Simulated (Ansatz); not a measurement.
# H7NSn: the cost of one run

Method: RKS PBE/def2-SVP, in Ansatz 0.2.0.

**1. The system as given**

Bond lengths: Sn1–H3 1.740 Å, Sn1–H4 1.739 Å, Sn1–H5 1.739 Å, Sn1–N6 2.400 Å, N6–H7 1.060 Å, N6–H8 1.060 Å. Angles: H3–Sn1–H4 109.5°, H3–Sn1–H5 109.5°, H3–Sn1–N6 178.9°, H4–Sn1–H5 109.5°, H4–Sn1–N6 70.0°, H5–Sn1–N6 70.0°, Sn1–N6–H7 120.0°, Sn1–N6–H8 120.0°, H7–N6–H8 120.0°.

Coordinates:

```xyz
9

Sn    0.0000    0.0000    0.0000
H     0.0000    0.0000    2.0900
H     1.6408    0.0000   -0.5794
H    -0.8195    1.4198   -0.5794
H    -0.8195   -1.4198   -0.5794
N    -2.2776    0.0000    0.7568
H    -2.9976   -0.6071    0.2705
H    -2.5634    0.6071    1.5773
H    -1.0919    0.0000    1.9721
```

**2. Pulling towards end A**

Springs on the bonds that form and break draw the guess towards this end; the thresholds are loose.

File input.yaml:

```yaml
crystal:
  periodic: [false, false, false]
  atoms:
    - { symbol: Sn, position_ang: [0.0, 0.0, 0.0] }
    - { symbol: H, position_ang: [0.0, 0.0, 2.09] }
    - { symbol: H, position_ang: [1.6408, 0.0, -0.5794] }
    - { symbol: H, position_ang: [-0.8195, 1.4198, -0.5794] }
    - { symbol: H, position_ang: [-0.8195, -1.4198, -0.5794] }
    - { symbol: "N", position_ang: [-2.2776, 0.0, 0.7568] }
    - { symbol: H, position_ang: [-2.9976, -0.6071, 0.2705] }
    - { symbol: H, position_ang: [-2.5634, 0.6071, 1.5773] }
    - { symbol: H, position_ang: [-1.0919, 0.0, 1.9721] }
basis:
  gaussian: { orbitals: def2-SVP }
hamiltonian:
  xc: pbe
relax:
  f_tol: 0.15
  max_steps: 25
  restrain:
    - { distance: [0, 5], at: 3.3, k: 30.0 }
    - { distance: [8, 1], at: 1.86, k: 30.0 }
    - { distance: [0, 1], at: 1.74, k: 30.0 }
    - { distance: [8, 5], at: 1.06, k: 30.0 }
```

On the command line:

```bash
$ ansatz run input.yaml --threads 1 --pin off --max-ram 2048MiB --backend cpu --events-out ev --progress --plain --runs-dir out
```

Q: Estimate wall time and peak memory on 1 thread of Arm Neoverse V1, shared host.

About 17 s, with a peak of 0.12 GiB.
